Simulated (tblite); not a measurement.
# C3H13Si3: the cost of one run

Programs: tblite 0.8.0 and PySCF 2.14.0, with density-fitted response routines of our own. Each step states its level of theory. These are calculated values for one molecule in the gas phase, unless marked as measured. Atoms are numbered from 0 throughout.

## (1) The starting structure

19 atoms, charge 0, multiplicity 2; geometry from: force field or distance geometry start.

Bonds of the start (Å): Si0–C1 1.82, C1–C2 1.50, C2–Si3 1.87, Si3–C4 1.87, C4–Si5 1.84, Si0–H6 1.49, Si0–H7 1.48, Si0–H8 1.48, C1–H9 1.08, C2–H10 1.09, C2–H11 1.10, Si3–H12 1.47, Si3–H13 1.49, C4–H14 1.09, C4–H15 1.09, Si5–H16 1.49, Si5–H17 1.48, Si5–H18 1.49.

## (2) Relaxing the molecule with GFN2-xTB

The job: settings as JSON, then the geometry in Å.

```
{"job": {"kind": "relax", "xc": "GFN2-xTB", "basis": "xTB"}, "charge": 0, "multiplicity": 2}
Si    -2.568800     0.687500     0.603100
C     -1.794300     0.009300    -0.892200
C     -0.458200     0.482300    -1.395100
Si     0.960800    -0.720900    -1.220900
C      1.310800    -1.221300     0.543900
Si     2.044600     0.235100     1.390400
H     -3.950900     0.153800     0.727800
H     -1.776900     0.301600     1.796700
H     -2.621500     2.165300     0.513000
H     -2.349500    -0.752100    -1.420900
H     -0.189000     1.437200    -0.937700
H     -0.587600     0.693800    -2.466800
H      2.170800    -0.172000    -1.853800
H      0.620700    -1.959400    -1.973800
H      0.394000    -1.541200     1.040500
H      2.006700    -2.062000     0.569800
H      2.323000    -0.102300     2.814700
H      1.120700     1.390400     1.376800
H      3.334900     0.643400     0.777100
```

Launch:

```console
$ OMP_NUM_THREADS=1 python probes_run.py task.json out
```

The driver reads the jobs from task.json and runs them one after another.

**Question.** How long does this first job take on 1 thread of Arm Neoverse V1, shared host?

About 1.1 s.
